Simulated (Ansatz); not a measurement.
# Si8PO16: the cost of one run

All numbers below are computed with Ansatz 0.2.0 (DFT PBE, plane waves, PAW, scalar-relativistic, collinear spin).

## Step 1: The system as given

The cell holds 25 atoms (O16PSi8): a = 7.041 Å, b = 7.041 Å, c = 6.950 Å, α = 90.00°, β = 90.00°, γ = 90.00°.

Its coordinates follow in the input file.

## Step 2: Preparing the start

Input file input.yaml:

```yaml
crystal:
  lattice:
    - [-4.979, -4.979, 0.0]
    - [4.979, -4.979, 0.0]
    - [0.0, 0.0, 6.95]
  atoms:
    - { symbol: Si, position: [0.19983, 0.5, 0.0] }
    - { symbol: Si, position: [0.0, 0.19983, 0.25] }
    - { symbol: Si, position: [0.80017, 0.5, 0.5] }
    - { symbol: Si, position: [0.0, 0.80017, 0.75] }
    - { symbol: O, position: [0.32782, 0.56726, 0.17852] }
    - { symbol: O, position: [0.93274, 0.32782, 0.42852] }
    - { symbol: O, position: [0.67218, 0.43274, 0.67852] }
    - { symbol: O, position: [0.06726, 0.67218, 0.92852] }
    - { symbol: O, position: [0.93274, 0.67218, 0.57148] }
    - { symbol: O, position: [0.67218, 0.56726, 0.32148] }
    - { symbol: O, position: [0.06726, 0.32782, 0.07148] }
    - { symbol: O, position: [0.32782, 0.43274, 0.82148] }
    - { symbol: Si, position: [0.69983, 0.0, 0.0] }
    - { symbol: Si, position: [0.5, 0.69983, 0.25] }
    - { symbol: Si, position: [0.30017, 0.0, 0.5] }
    - { symbol: Si, position: [0.5, 0.30017, 0.75] }
    - { symbol: O, position: [0.82782, 0.06726, 0.17852] }
    - { symbol: O, position: [0.43274, 0.82782, 0.42852] }
    - { symbol: O, position: [0.17218, 0.93274, 0.67852] }
    - { symbol: O, position: [0.56726, 0.17218, 0.92852] }
    - { symbol: O, position: [0.43274, 0.17218, 0.57148] }
    - { symbol: O, position: [0.17218, 0.06726, 0.32148] }
    - { symbol: O, position: [0.56726, 0.82782, 0.07148] }
    - { symbol: O, position: [0.82782, 0.93274, 0.82148] }
    - { symbol: P, position: [0.2498544, 0.0553984, 0.9886428], spin: 1.0 }
magnetization:
  spin_polarized: true
basis:
  ecutwfc: 420.0
kpoints:
  mp_grid: { grid: [1, 1, 1] }
hamiltonian:
  xc: pbe
  pseudopotentials: { kind: paw, azcp: { folder: soft_1 } }
scf:
  occupations: { method: fermi_dirac, width: 0.02 }
  lower_state_search: "off"
relax:
  f_tol: 0.08
  max_steps: 25
  adjacent_minimum: "off"
```

Started as:

```sh
> ansatz run input.yaml --threads 1 --pin off --max-ram 3072MiB --backend cpu --events-out ev --progress --plain --runs-dir out
```

What time and memory should one allow on 1 thread of AMD EPYC 9R45 (Zen 5), shared host?

About 14 s, with a peak of 0.52 GiB.
